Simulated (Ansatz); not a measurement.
# MnO2: the cost of one run

Method: DFT LDA+U (U_eff = 7 eV on Mn d), plane waves, PAW, in Ansatz 0.2.0.

## (1) Starting point

Symmetry: P4_2/mnm, No. 136, tetragonal system. The conventional cell has a = 4.396 Å, b = 4.396 Å, c = 2.871 Å, α = 90.00°, β = 90.00°, γ = 90.00°. Around Mn (site symmetry mmm) lie 6 O at 1.88 to 1.89 Å. O (site symmetry m2m) is surrounded by 3 Mn at 1.88 to 1.89 Å.

As a file:

```
Mn O
1.0
     4.39600    0.00000    0.00000
     0.00000    4.39600    0.00000
     0.00000    0.00000    2.87100
Mn O
2 4
Direct
  0.00000 0.00000 0.00000
  0.50000 0.50000 0.50000
  0.30200 0.30200 0.00000
  0.19800 0.80200 0.50000
  0.69800 0.69800 0.00000
  0.80200 0.19800 0.50000
```

## (2) Ferromagnetic start, free, symmetry kept, no search

input.yaml reads:

```yaml
crystal:
  lattice:
    - [4.39599877, 0.0, 0.0]
    - [0.0, 4.39599877, 0.0]
    - [0.0, 0.0, 2.87099919]
  atoms:
    - { symbol: Mn, position: [0.0, 0.0, 0.0], spin: 3.0 }
    - { symbol: Mn, position: [0.5, 0.5, 0.5], spin: 3.0 }
    - { symbol: O, position: [0.302, 0.302, 0.0] }
    - { symbol: O, position: [0.198, 0.802, 0.5] }
    - { symbol: O, position: [0.698, 0.698, 0.0] }
    - { symbol: O, position: [0.802, 0.198, 0.5] }
basis:
  ecutwfc: 420
  ecutrho_ratio: 4
kpoints:
  mp_grid: { grid: [4, 4, 7] }
hamiltonian:
  xc: lda
  hubbard:
    sites: [{ site: 0, l: d, u_eff: 7.0 }, { site: 1, l: d, u_eff: 7.0 }]
scf:
  occupations: { method: gaussian, width: 0.05 }
  lower_state_search: "off"
  max_iter: 150
output:
  forces: true
  stress: true
  eigenvalues: true
  populations: true
  hubbard: { sites: [{ site: 0, l: d }, { site: 1, l: d }] }
magnetization:
  spin_polarized: true
```

Launch:

```bash
$ ansatz run input.yaml --threads 4 --pin off --max-ram 6144MiB --backend cpu --events-out ev --progress --plain --runs-dir out
```

Q: Estimate wall time and peak memory on 4 threads of Intel Xeon at 2.60GHz (Ice Lake), shared host.

About 2.5 s, with a peak of 0.49 GiB.
